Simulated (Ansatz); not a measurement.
Relaxation of a periodic cell of 17 atoms, Cu8O9 (host CuO, host structure C2/c, interstitial O), to a largest force component of 0.08 eV/Å in at most 25 steps.

The calculation used Ansatz 0.2.0, DFT PBEsol, scalar-relativistic, plane waves, PAW. Settings: accuracy low, PAW set soft_1, cutoff 420 eV, k mesh 2x2x2, fermi-dirac smearing 0.02 eV, spin collinear.

```xyz
17
Lattice="4.6837 -3.4226 0.0000 4.6837 3.4226 0.0000 -0.8500 0.0000 5.0579" Properties=species:S:1:pos:R:3:forces:R:3
Cu 1.171 0.856 0.000 -1.65 2.25 0.33
Cu 0.746 -0.856 2.529 -0.26 -0.09 -0.52
O 2.129 -0.279 1.264 0.69 1.89 4.35
O 1.704 0.279 3.793 2.48 4.00 -3.66
Cu 3.513 2.567 0.000 -0.09 -0.06 -0.09
Cu 3.088 0.856 2.529 0.18 0.00 0.22
O 4.471 1.432 1.264 -0.35 0.28 -0.09
O 4.046 1.991 3.793 -2.59 -0.82 -1.37
Cu 3.513 -0.856 0.000 4.63 -0.29 0.65
Cu 3.088 -2.567 2.529 0.00 -0.10 0.05
O 4.471 -1.991 1.264 0.24 0.30 0.41
O 4.046 -1.432 3.793 0.25 -0.25 -0.20
Cu 5.855 0.856 0.000 -0.78 -2.00 0.47
Cu 5.430 -0.856 2.529 0.13 -0.07 0.07
O 6.813 -0.279 1.264 0.08 0.26 0.05
O 6.388 0.279 3.793 0.18 -1.02 -0.43
O 0.986 -0.912 4.763 -3.14 -4.30 -0.23
```

Where does it end, and by what steps?

It converged. The threshold is loose, so the end isn't yet a minimum. Limits of this set-up: coarse k mesh, PAW files made for another functional, a small cell, in which the defect meets its images, low accuracy level. After 17 steps the energy has fallen by 4.092 eV; O17 moved furthest, 1.12 Å. Parted: Cu1–O17 (1.91 → 3.15 Å), Cu13–O16 (1.96 → 2.72 Å). Joined: O4–Cu5 (2.78 → 2.18 Å), O7–Cu9 (2.78 → 1.98 Å).

```
step  energy less start (eV)  largest force component (eV/Å)  accepted
   0                  0.0000                           4.631       yes
   1                 -1.4254                           3.544       yes
   2                 -2.8588                           1.651       yes
   3                 -3.2484                           0.648       yes
   4                 -3.4267                           0.514       yes
   5                 -3.5240                           0.290       yes
   6                 -3.6596                           0.422       yes
   7                 -3.7295                           0.671       yes
   8                 -3.9032                           0.329       yes
   9                 -3.9109                           0.450       yes
  10                 -3.9702                           0.362       yes
  11                 -4.0158                           0.312       yes
  12                 -4.0361                           0.126       yes
  13                 -4.0476                           0.163       yes
  14                 -4.0657                           0.231       yes
  15                 -4.0686                           0.177       yes
  16                 -4.0852                           0.116       yes
  17                 -4.0918                           0.066       yes
```

```xyz
17
Lattice="4.6837 -3.4226 0.0000 4.6837 3.4226 0.0000 -0.8500 0.0000 5.0579" Properties=species:S:1:pos:R:3
Cu 0.975 0.978 0.049
Cu 0.585 -0.935 2.702
O 1.669 -0.091 1.469
O 1.683 0.719 4.127
Cu 3.472 2.459 -0.008
Cu 2.862 0.832 2.636
O 4.194 1.099 1.227
O 3.982 1.775 3.832
Cu 3.492 -0.411 0.155
Cu 3.236 -2.551 2.460
O 4.365 -1.703 1.179
O 4.200 -1.441 3.653
Cu 5.871 1.115 0.214
Cu 5.547 -0.913 2.419
O 6.902 -0.125 1.190
O 6.721 -0.106 3.537
O 1.702 -1.613 4.270
```

The run took 11 min on 2 threads of Arm Neoverse V2 (shared host), peak memory 1.4 GiB.
